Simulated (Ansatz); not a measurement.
The system is GaF.

```
Ga F
1.0
     3.16592    0.00000    0.00000
     0.00000    3.16592    0.00000
     0.00000    0.00000    3.16592
Ga F
1 1
Direct
  0.00000 0.00000 0.00000
  0.50000 0.50000 0.50000
```

The cell was built by a generator and needn't be a form met in nature.

Base run:

| Quantity | Value |
| --- | --- |
| Program | Ansatz 0.2.0 |
| Functional | r2SCAN0 form with a typed share of exact exchange |
| Potentials or basis | Ansatz PAW |
| Cutoff | 500 eV (not typed: the program's choice for these potentials) |
| k mesh | 5 × 5 × 5 |
| Occupations | fermi-dirac, width 0.05 eV |
| Spin | no spin polarisation |

Its results: band gap on the k mesh 4.21 eV, indirect (least direct gap 5.33 eV); pressure -1.5 GPa.

After a change of settings the same cell gave: band gap on the k mesh 3.00 eV, indirect (least direct gap 3.70 eV); pressure -2.0 GPa. Which change was it?
A. functional from r2SCAN0 form with a typed share of exact exchange to r2SCAN0; share of exact exchange from 0.35 to 0.25
B. share of exact exchange from 0.35 to 0.5
C. share of exact exchange from 0.35 to 0.1
D. share of exact exchange from 0.35 to 0.15

C.

Caveats: odd divisions of the mesh miss points on the zone boundary, where band edges often lie, so the gap on the mesh can be too wide; the PAW data sets come from PBE, with cores solved anew for the run's functional, which leaves a small shift of forces and pressure; the thresholds are loose for stress.
